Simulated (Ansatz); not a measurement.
# HoF2: the cost of one run

Computed with Ansatz 0.2.0 (DFT PBE, scalar-relativistic, plane waves, PAW; 4f electrons in the core of a trivalent norm-conserving potential, unless a step's input says otherwise).

1 further run of the same task is left out (it didn't finish).

## 1. The structure to begin with

The structure is tetragonal, space group P4/mmm (No. 123). Conventional cell: a = 3.512 Å, b = 3.512 Å, c = 4.339 Å, α = 90.00°, β = 90.00°, γ = 90.00°. Around Ho (site symmetry 4/mmm) lie 2 F at 1.58 Å. F (site symmetry 4mm) is surrounded by 1 F at 1.19 Å and 1 Ho at 1.58 Å.

Coordinates:

```
Ho F
1.0
     3.51236    0.00000    0.00000
     0.00000    3.51236    0.00000
     0.00000    0.00000    4.33874
Ho F
1 2
Direct
  0.00000 0.00000 0.00000
  0.00000 0.00000 0.63660
  0.00000 0.00000 0.36340
```

The cell is invented: random cell by space group and Wyckoff sites (P4/mmm, No. 123). The dimensions are guesses.

## 2. Probe: one point on a coarse mesh

File input.yaml:

```yaml
crystal:
  lattice:
    - [3.5123638, 0.0, 0.0]
    - [0.0, 3.5123638, 0.0]
    - [0.0, 0.0, 4.3387408]
  atoms:
    - { symbol: Ho, position: [0.0, 0.0, 0.0] }
    - { symbol: F, position: [0.0, 0.0, 0.63660014] }
    - { symbol: F, position: [0.0, 0.0, 0.36339986] }
basis:
  ecutwfc: 690
kpoints:
  mp_grid: { grid: [6, 6, 4] }
hamiltonian:
  xc: pbe
  pseudopotentials:
    kind: paw
    azcp: { Ho: "pseudopotentials/pbe/nc/lanthanide_3plus/Ho.nc.azcp" }
scf:
  occupations: { method: gaussian, width: 0.1 }
  lower_state_search: "off"
output:
  forces: true
  stress: true
  eigenvalues: true
```

On the command line:

```
ansatz run input.yaml --threads 1 --pin off --max-ram 2560MiB --backend cpu --events-out ev --progress --plain --runs-dir out
```

What time and memory should one allow on 1 thread of Arm Neoverse V1, shared host?

About 4.8 s, with a peak of 0.31 GiB.
